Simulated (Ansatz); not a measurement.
# GaP− (sextet): from Hartree-Fock to the top rungs, aug-cc-pVTZ

An exercise on one series of results from a longer session: the logs are not shown, and one member is left open.

The runs use Ansatz 0.2.0, Gaussian basis; aug-cc-pVTZ, core rule «outside noble gas», up to 19 orbitals frozen.

To be run: UHF; CCSD(T) on ROHF; CCSD(T) on UHF; BCCD(T) on ROHF; CCSDT(Q) on ROHF; CCSDT(Q) on UHF.

11 further runs of the same task are left out: 6 for a known fault of the program, 5 set aside as unsound or not needed. Runs told in other sessions of the task aren't counted.

**The system**

The geometry is a PBE0/def2-TZVPD stationary point (not a proven minimum) of the parent state, kept for this charge and spin. No spin-orbit coupling is included. The filled d shell of Ga may be among the frozen orbitals whatever the setting's name suggests.

2 atoms, charge -1, spin multiplicity 6.

Atoms are counted from 1 here; the program's logs count them from 0.

Bond lengths: P1–Ga2 2.354 Å.

Set-up of the first run:

Contents of in.yaml:

```yaml
crystal:
  periodic: [false, false, false]
  atoms:
    - {symbol: P, position_ang: [0.000000, 0.000000, 0.000000]}
    - {symbol: Ga, position_ang: [0.000000, 0.000000, 2.354100]}
basis:
  gaussian: {orbitals: aug-cc-pVTZ}
total_charge: -1
magnetization: {spin_polarized: true, initial_magnetization: 5}
hamiltonian: {xc: hf}
output: {orbitals: {seedname: orbitals}}
```

Started as:

```console
$ ansatz run in.yaml --threads 1 --pin off --events-out ev --progress --plain --max-ram 4096MiB --backend cpu
```

Among the steps run: UHF; CCSD(T) on ROHF; CCSD(T) on UHF; BCCD(T) on ROHF; CCSDT(Q) on ROHF; CCSDT(Q) on UHF.

One table of the session follows, with a row left open; its other results are not shown here.

```
   method  from UCCSDT(Q) (meV)
     ROHF               +5054.7
      UHF               +4873.9
     RMP2               +1039.7
     UMP2               +1066.3
    RCCSD                +329.9
    UCCSD                +305.1
 RCCSD(T)                 +75.8
 UCCSD(T)                     ?
  BCCD(T)                 +73.9
   RCCSDT                 +34.3
   UCCSDT                 +15.1
RCCSDT(Q)                 +18.7
UCCSDT(Q)                     0
```

Estimate the missing values for UCCSD(T).

As computed: from UCCSDT(Q) (meV): +58.8. In the column «from UCCSDT(Q) (meV)» it lies between RCCSDT (+34.3) and BCCD(T) (+73.9).

To keep in mind: Restricted and unrestricted rows rest on different reference determinants; a gap between their highest levels can come from leftover correlation error, from unlike frozen cores or from another state.
